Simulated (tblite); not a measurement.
# F3H3Zn: the cost of one run

Programs: tblite 0.8.0 and PySCF 2.14.0. All values are calculated, for the isolated system unless a continuum is named. Atoms count from 0, parts from 1.

## 1. Starting point

7 atoms, charge 2, multiplicity 1; geometry: parts in contact. Parts: 1 = atom 0, `[Zn+2]`, charge 2; 2 = atoms 1–2, `F`, charge 0; 3 = atoms 3–4, `F`, charge 0; 4 = atoms 5–6, `F`, charge 0. In the given geometry H2 has moved to F3 of another part (0.98 Å), so values for the parts refer to these atom groups.

## 2. Bringing the parts together with GFN2-xTB

Job settings and geometry (Å):

```
{"job": {"kind": "dock", "xc": "GFN2-xTB", "basis": "xTB"}, "charge": 2, "multiplicity": 1, "parts": [{"atoms": "0-0", "charge": 2, "multiplicity": 1}, {"atoms": "1-2", "charge": 0, "multiplicity": 1}, {"atoms": "3-4", "charge": 0, "multiplicity": 1}, {"atoms": "5-6", "charge": 0, "multiplicity": 1}]}
Zn     0.035614    -0.887216     0.765183
F      0.263727     0.645272     0.125912
H     -2.024896     3.005780    -4.473184
F     -2.699451     3.157815    -3.778730
H     -3.436005     3.716810    -3.452909
F     -0.915464    -1.892496    -0.608576
H     -1.239265    -2.770278    -0.889226
```

Method: GFN2-xTB search for minima from random contacts, gas phase.

Launch:

```bash
$ OMP_NUM_THREADS=1 python cluster_run.py task.json out
```

This one command runs all jobs of the session in turn.

Q: Estimate the wall time of this first job on 1 thread of AMD EPYC 9R45, shared host.

About 20 s.
